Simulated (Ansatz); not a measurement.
# Li: the cost of one run

Method: DFT PBEsol, plane waves, PAW, scalar-relativistic, no spin polarisation, in Ansatz 0.2.0.

### 1 The starting structure

The cell holds 17 atoms (Li17): a = 6.980 Å, b = 6.980 Å, c = 6.980 Å, α = 90.00°, β = 90.00°, γ = 90.00°.

The coordinates stand in the first input below.

### 2 Preparing the start

Input file input.yaml:

```yaml
accuracy: low
crystal:
  lattice:
    - [6.98, 0.0, 0.0]
    - [0.0, 6.98, 0.0]
    - [0.0, 0.0, 6.98]
  atoms:
    - { symbol: Li, position: [0.0, 0.0, 0.0] }
    - { symbol: Li, position: [0.5, 0.0, 0.0] }
    - { symbol: Li, position: [0.0, 0.5, 0.0] }
    - { symbol: Li, position: [0.0, 0.0, 0.5] }
    - { symbol: Li, position: [0.25, 0.25, 0.25] }
    - { symbol: Li, position: [0.5, 0.5, 0.0] }
    - { symbol: Li, position: [0.5, 0.0, 0.5] }
    - { symbol: Li, position: [0.75, 0.25, 0.25] }
    - { symbol: Li, position: [0.0, 0.5, 0.5] }
    - { symbol: Li, position: [0.25, 0.75, 0.25] }
    - { symbol: Li, position: [0.25, 0.25, 0.75] }
    - { symbol: Li, position: [0.5, 0.5, 0.5] }
    - { symbol: Li, position: [0.75, 0.75, 0.25] }
    - { symbol: Li, position: [0.75, 0.25, 0.75] }
    - { symbol: Li, position: [0.25, 0.75, 0.75] }
    - { symbol: Li, position: [0.75, 0.75, 0.75] }
    - { symbol: Li, position: [0.0090347, 0.3765449, 0.2491476] }
basis:
  ecutwfc: 420.0
kpoints:
  mp_grid: { grid: [3, 3, 3] }
hamiltonian:
  xc: pbesol
scf:
  occupations: { method: fermi_dirac, width: 0.05 }
  lower_state_search: "off"
relax:
  f_tol: 0.08
  max_steps: 25
  adjacent_minimum: "off"
output:
  write_density: true
  write_potential: true
  elf: true
  volumetric_format: npy
```

Launch:

```console
> ansatz run input.yaml --threads 2 --pin off --max-ram 5120MiB --backend cpu --events-out ev --progress --plain --runs-dir out
```

**Question.** How long does this run take on 2 threads of AMD EPYC 9R45 (Zen 5), shared host, and how much memory does it need?

About 24 s, with a peak of 0.66 GiB.
